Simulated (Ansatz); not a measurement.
# ZnNi: the cost of one run

Computed with Ansatz 0.2.0 (DFT r2SCAN, scalar-relativistic, plane waves, PAW, unless a step's input says otherwise).

1 further run of the same task is left out (set aside as unsound or not needed).

## (1) The starting structure

It takes space group P4/mmm (No. 123, tetragonal). Conventional cell: a = 2.693 Å, b = 2.693 Å, c = 3.189 Å, α = 90.00°, β = 90.00°, γ = 90.00°. Zn (site symmetry 4/mmm) is surrounded by 8 Ni at 2.48 Å and 4 Zn at 2.69 Å. Ni (site symmetry 4/mmm) has 8 Zn at 2.48 Å and 4 Ni at 2.69 Å as nearest neighbours.

Coordinates:

```cif
data_structure
_symmetry_space_group_name_H-M 'P 1'
_symmetry_Int_Tables_number 1
_cell_length_a 2.6927
_cell_length_b 2.6927
_cell_length_c 3.1888
_cell_angle_alpha 90.000
_cell_angle_beta 90.000
_cell_angle_gamma 90.000
_cell_volume 23.12
loop_
_atom_site_label
_atom_site_type_symbol
_atom_site_fract_x
_atom_site_fract_y
_atom_site_fract_z
_atom_site_occupancy
Zn1 Zn 0.50000 0.50000 0.50000 1
Ni1 Ni 0.00000 0.00000 0.00000 1
```

It is the result of an earlier relaxation at this level (volume 11.56 Å³/atom; gap on the mesh: none (metal)).

## (2) Bands, states and charges

input.yaml reads:

```yaml
crystal:
  lattice:
    - [2.6927109386, 0.0, 0.0]
    - [0.0, 2.6927109386, 0.0]
    - [0.0, 0.0, 3.1887521197]
  atoms:
    - { symbol: Zn, position: [0.5, 0.5, 0.5] }
    - { symbol: Ni, position: [0.0, 0.0, 0.0] }
basis:
  ecutwfc: 500
kpoints:
  mp_grid: { grid: [16, 16, 14] }
  band_path:
    path:
      - [[0.0, 0.0, 0.0], [0.0, 0.5, 0.0], [0.5, 0.5, 0.0], [0.0, 0.0, 0.0], [0.0, 0.0, 0.5], [0.0, 0.5, 0.5], [0.5, 0.5, 0.5], [0.0, 0.0, 0.5]]
      - [[0.0, 0.5, 0.0], [0.0, 0.5, 0.5]]
      - [[0.5, 0.5, 0.0], [0.5, 0.5, 0.5]]
    npoints: 14
hamiltonian:
  xc: r2scan
scf:
  occupations: { method: gaussian, width: 0.1 }
  n_extra_bands: 6
output:
  forces: true
  stress: true
  eigenvalues: true
  populations: true
  dos: { projected: true, de: 0.02, nscf_kmesh: { grid: [24, 24, 21] } }
  bader: true
  write_density: true
  write_potential: true
  elf: true
  volumetric_format: npy
```

Command:

```console
ansatz run input.yaml --threads 1 --pin off --max-ram 2560MiB --backend cpu --events-out ev --progress --plain --runs-dir out
```

**Question.** How long does this run take on 1 thread of Arm Neoverse V2, shared host, and how much memory does it need?

About 63 s, with a peak of 0.63 GiB.
